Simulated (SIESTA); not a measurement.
HPbNO4:

```
H Pb N O
1.0
     3.85404    0.14384    0.09012
    -0.25320    5.52698    0.16471
    -0.48197   -1.92720    5.72025
H Pb N O
1 1 1 4
Direct
  0.10913 0.65718 0.54463
  0.61029 0.52127 0.15100
  0.91580 0.96263 0.95867
  0.01384 0.13639 0.88084
  0.72398 0.01057 0.12858
  0.00389 0.73732 0.87043
  0.11927 0.59324 0.37651
```

The cell was built by a generator and needn't be a form met in nature.

* Program: SIESTA 5.4.2
* Task: single point
* Functional: PBE
* Potentials or basis: PseudoDojo 0.4 standard (PBE files)
* Basis: DZP (energy shift 0.003 Ry; two zetas on semicore shells)
* Grid cutoff: 800 Ry
* Energy shift: 0.003 Ry
* k mesh: 7 × 5 × 5
* Occupations: fermi-dirac, width 0.05 eV
* Spin: no spin polarisation

On this cell: pressure 2.4 GPa; largest force 1.363 eV/Å; band gap on the k mesh 3.15 eV, indirect (least direct gap 3.23 eV).

The same run follows on a disturbed copy (atoms moved at random, drawn with an rms of 0.05 Å):

```
H Pb N O
1.0
     3.85404    0.14384    0.09012
    -0.25320    5.52698    0.16471
    -0.48197   -1.92720    5.72025
H Pb N O
1 1 1 4
Direct
  0.09417 0.65249 0.55005
  0.60528 0.51564 0.15510
  0.92822 0.96629 0.95871
  0.01648 0.12958 0.87762
  0.70978 0.00114 0.12867
  0.00782 0.74454 0.86968
  0.10479 0.58988 0.37446
```

Question: What changes?

Answer: The energy moves by +41.7 meV/atom; pressure 3.0 GPa; largest force 4.336 eV/Å; band gap on the k mesh 3.23 eV, indirect (least direct gap 3.31 eV).

Forces in eV/Å, atoms in the order of the input:
```
H    0.164  0.045 -0.936
Pb  -0.396  0.100 -0.531
N   -2.969 -2.562  1.825
O    0.901  4.199 -0.597
O    0.845  0.958 -0.312
O    1.179 -2.723 -0.979
O    0.276 -0.018  1.530
```

Stress tensor (GPa, compression positive):
```
 1.39 -0.64  0.84
-0.64  8.09  0.80
 0.84  0.80 -0.36
```

Caveats: spin-orbit coupling is left out, which as a rule narrows the gap of such compounds by several tenths of an eV; an odd mesh through Γ misses points on the zone boundary, where band edges often lie; the basis of atomic orbitals isn't converged, which shifts pressures, moduli and gaps; forces of over 1 eV/Å show positions far from the minimum, so gaps and moduli don't describe the material at rest (some runs).
